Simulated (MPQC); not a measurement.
# InH2Cl (SMILES [H][In]([H])[Cl]) at HF/STO-3G

What is the vertical electron affinity of InH2Cl at HF/STO-3G? 

Program for the calculation: MPQC 2.3.1.

3 further runs of the same task are left out: 3 set aside as unsound or not needed.

## (1) The system as given

The species is InH2Cl (4 atoms), meant as a singlet with charge 0. As SMILES, `[H][In]([H])[Cl]`. The shape comes from GFN2-xTB, which is rough for such elements, and wasn't checked as a minimum.

Bond lengths: In1–Cl4 2.278 Å, In1–H2 1.713 Å, In1–H3 1.713 Å. Angles: H2–In1–Cl4 120.3°, H3–In1–Cl4 120.3°, H2–In1–H3 119.4°.

## (2) Energy and forces at HF/STO-3G

File run.in:

```
% emacs should use -*- KeyVal -*- mode
molecule<Molecule>: (
  symmetry = auto
  unit = angstrom
  { atoms geometry } = {
    In [ 0.070210     0.117850    -0.000370 ]
    H  [ 1.783010     0.101380     0.011370 ]
    H  [ -0.755080     1.618480    -0.019870 ]
    Cl [ -1.098140    -1.837720     0.008870 ]
  }
)
basis<GaussianBasisSet>: (
  name = "STO-3G"
  molecule = $:molecule
  basisdir = "."
  puream = yes
)
mpqc: (
  checkpoint = no
  savestate = no
  restart = no
  do_energy = yes
  do_gradient = yes
  optimize = no
  mole<CLHF>: (
    molecule = $:molecule
    basis = $:basis
    total_charge = 0
    memory = 1000000000
    print_evals = yes
    maxiter = 80
  )
)
```

The basis set STO-3G is read from a file made from the Basis Set Exchange's data (not shown).

Launch:

```bash
$ mpqc run.in > run.out
```

Output, shortened:

```text
MPQC: Massively Parallel Quantum Chemistry
[...]
  CLSCF::init: total charge = 0
[...]
  nbasis = 38
[...]
  iter     1 energy = -6137.4770766450 delta = 5.15650e-01
[...]
  LUMO is    35   A =   0.189056
  total scf energy = -6138.6915132282
[...]
Value of the MolecularEnergy: -6138.6915132282
  Gradient of the MolecularEnergy:
      1   -0.0210121384
      2   -0.0350604808
      3    0.0002047194
      4    0.0316793692
      5    0.0057797392
      6    0.0001530849
      7   -0.0098796863
      8    0.0306162269
      9   -0.0003583971
     10   -0.0007875445
     11   -0.0013354853
     12    0.0000005928
[...]
      symmetry = c1
[...]
```

It took 2.5 s on 1 thread of Intel Xeon at 2.50GHz (Skylake/Cascade Lake), shared host; peak memory 0.28 GiB.

## (3) The doublet anion at the same level

File input.in:

```
% emacs should use -*- KeyVal -*- mode
molecule<Molecule>: (
  symmetry = auto
  unit = angstrom
  { atoms geometry } = {
    In [ 0.070210 0.117850 -0.000370 ]
    H  [ 1.783010 0.101380 0.011370 ]
    H  [ -0.755080 1.618480 -0.019870 ]
    Cl [ -1.098140 -1.837720 0.008870 ]
  }
)
basis<GaussianBasisSet>: (
  name = "STO-3G"
  molecule = $:molecule
  basisdir = "."
  puream = yes
)
mpqc: (
  checkpoint = no
  savestate = no
  restart = no
  do_energy = yes
  do_gradient = yes
  optimize = no
  mole<UHF>: (
    molecule = $:molecule
    basis = $:basis
    total_charge = -1
    multiplicity = 2
    memory = 1000000000
    print_evals = yes
    maxiter = 80
  )
)
```

The basis set STO-3G is read from a file made from the Basis Set Exchange's data (not shown).

Launch:

```bash
$ mpqc -o input.out input.in
```

Output, shortened:

```text
MPQC: Massively Parallel Quantum Chemistry
[...]
  USCF::init: total charge = -1
[...]
  iter     1 energy = -6137.6326295421 delta = 5.20178e-01
[...]
  <S^2>      = 0.773811
  total scf energy = -6138.5136906489
[...]
Value of the MolecularEnergy: -6138.5136906489
  Gradient of the MolecularEnergy:
      1   -0.0374181031
      2   -0.0625510377
      3    0.0002383627
      4    0.0337805554
      5    0.0063678002
      6    0.0001972687
      7   -0.0103660239
      8    0.0327581782
      9   -0.0003461136
     10    0.0140035717
     11    0.0234250593
     12   -0.0000895177
[...]
      symmetry = c1
[...]
      nbasis = 38
[...]
    nalpha = 35
    nbeta = 34
[...]
```

It took 3.3 s on 1 thread of Intel Xeon at 2.50GHz (Skylake/Cascade Lake), shared host; peak memory 0.28 GiB.

## (4) What came out

At HF/STO-3G:

| quantity | value |
| --- | --- |
| singlet InH2Cl: total energy | -6138.69151 Eh |
| singlet InH2Cl: HOMO energy | -8.72 eV |
| singlet InH2Cl: LUMO energy | 5.14 eV |
| singlet InH2Cl: HOMO–LUMO gap | 13.87 eV |
| singlet InH2Cl: largest force on an atom | 2.102 eV/Å |
| doublet anion: total energy | -6138.51369 Eh |
| doublet anion: ⟨S²⟩ | 0.774 |
| doublet anion: largest force on an atom | 3.748 eV/Å |
| vertical electron affinity (to the doublet anion) | -4.839 eV |

**Reading.** The anion lies 4.84 eV (112 kcal/mol) above the neutral: the electron isn't bound at this level, and such a value depends on the basis. Without diffuse functions anions come out too high. Hartree–Fock misses the correlation that binds many anions. The largest force (singlet InH2Cl) is 2.10 eV/Å: the shape isn't a stationary point for this species at this level. In a minimal basis such a difference can be off by several eV, whatever the method. Relativity is left out (singlet InH2Cl) although the molecule holds a heavy atom. Relativity is left out (doublet anion) although the molecule holds a heavy atom.
